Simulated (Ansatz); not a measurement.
# Zr3W4Se: the cost of one run

Computed with Ansatz 0.2.0 (DFT PBE, scalar-relativistic, plane waves, PAW, unless a step names another level, unless a step's input says otherwise).

4 further runs of the same task are left out: 2 that didn't finish, 2 set aside as unsound or not needed. Runs told in other sessions of the task aren't counted.

## (1) Starting point

It takes space group P4mm (No. 99, tetragonal). The conventional cell has a = 3.231 Å, b = 3.231 Å, c = 14.349 Å, α = 90.00°, β = 90.00°, γ = 90.00°. Zr (site symmetry 4mm) is surrounded by 5 W at 2.94 to 3.32 Å and 4 Se at 3.07 Å and 4 Zr at 3.23 Å. Zr (site symmetry 4mm) has 5 W at 2.92 to 3.31 Å and 8 Zr at 3.22 to 3.23 Å in its first shell of neighbours. Around Zr (site symmetry 4mm) lie 4 Se at 2.87 Å and 8 Zr at 3.22 to 3.23 Å. W (site symmetry 4mm) is surrounded by 4 W at 2.73 Å and 4 Zr at 2.92 Å. W (site symmetry 4mm) has 8 W at 2.73 to 2.82 Å in its first shell of neighbours. W (site symmetry 4mm) has 8 W at 2.72 to 2.82 Å in its first shell of neighbours. Around W (site symmetry 4mm) lie 4 W at 2.72 Å and 4 Zr at 2.94 Å. Se (site symmetry 4mm) is surrounded by 8 Zr at 2.87 to 3.07 Å.

Structure file:

```cif
data_structure
_symmetry_space_group_name_H-M 'P4mm'
_symmetry_Int_Tables_number 99
_cell_length_a 3.2307
_cell_length_b 3.2307
_cell_length_c 14.3495
_cell_angle_alpha 90.000
_cell_angle_beta 90.000
_cell_angle_gamma 90.000
_cell_volume 149.78
loop_
_atom_site_label
_atom_site_type_symbol
_atom_site_symmetry_multiplicity
_atom_site_Wyckoff_symbol
_atom_site_fract_x
_atom_site_fract_y
_atom_site_fract_z
_atom_site_occupancy
Zr1 Zr 1 b 0.50000 0.50000 0.86053 1
Zr2 Zr 1 a 0.00000 0.00000 0.28282 1
Zr3 Zr 1 b 0.50000 0.50000 0.12441 1
W1 W 1 b 0.50000 0.50000 0.40979 1
W2 W 1 a 0.00000 0.00000 0.51338 1
W3 W 1 b 0.50000 0.50000 0.62902 1
W4 W 1 a 0.00000 0.00000 0.73189 1
Se1 Se 1 a 0.00000 0.00000 0.00316 1
```

It came out lowest among 25 distinct ends of the trial cells. At a tolerance of 0.05 Å it has space group P4mm (No. 99).

## (2) A stricter relaxation, on the response runs' mesh and smearing

The input, input.yaml:

```yaml
crystal:
  lattice:
    - [3.2307405998, 0.0, 0.0]
    - [0.0, 3.2307405998, 0.0]
    - [0.0, 0.0, 14.3494785807]
  atoms:
    - { symbol: Zr, position: [0.5, 0.5, 0.8605281425] }
    - { symbol: Zr, position: [0.0, 0.0, 0.2828234627] }
    - { symbol: Zr, position: [0.5, 0.5, 0.1244058052] }
    - { symbol: W, position: [0.5, 0.5, 0.4097917181] }
    - { symbol: W, position: [0.0, 0.0, 0.5133796891] }
    - { symbol: W, position: [0.5, 0.5, 0.6290221116] }
    - { symbol: W, position: [0.0, 0.0, 0.7318890975] }
    - { symbol: Se, position: [0.0, 0.0, 0.0031599732] }
basis:
  ecutwfc: 420
kpoints:
  mp_grid: { grid: [10, 10, 2] }
hamiltonian:
  xc: pbe
scf:
  occupations: { method: gaussian, width: 0.1 }
output:
  forces: true
  stress: true
  eigenvalues: true
  write_density: true
  write_potential: true
  elf: true
  volumetric_format: npy
relax:
  adjacent_minimum: "off"
  f_tol: 0.001
  max_steps: 60
  cell: { stress_tol: 0.01 }
```

On the command line:

```sh
ansatz run input.yaml --threads 3 --pin off --max-ram 7680MiB --backend cpu --events-out ev --progress --plain --runs-dir out
```

What time and memory should one allow on 3 threads of Intel Xeon 6975P-C (Granite Rapids), shared host?

About 44 s, with a peak of 0.75 GiB.
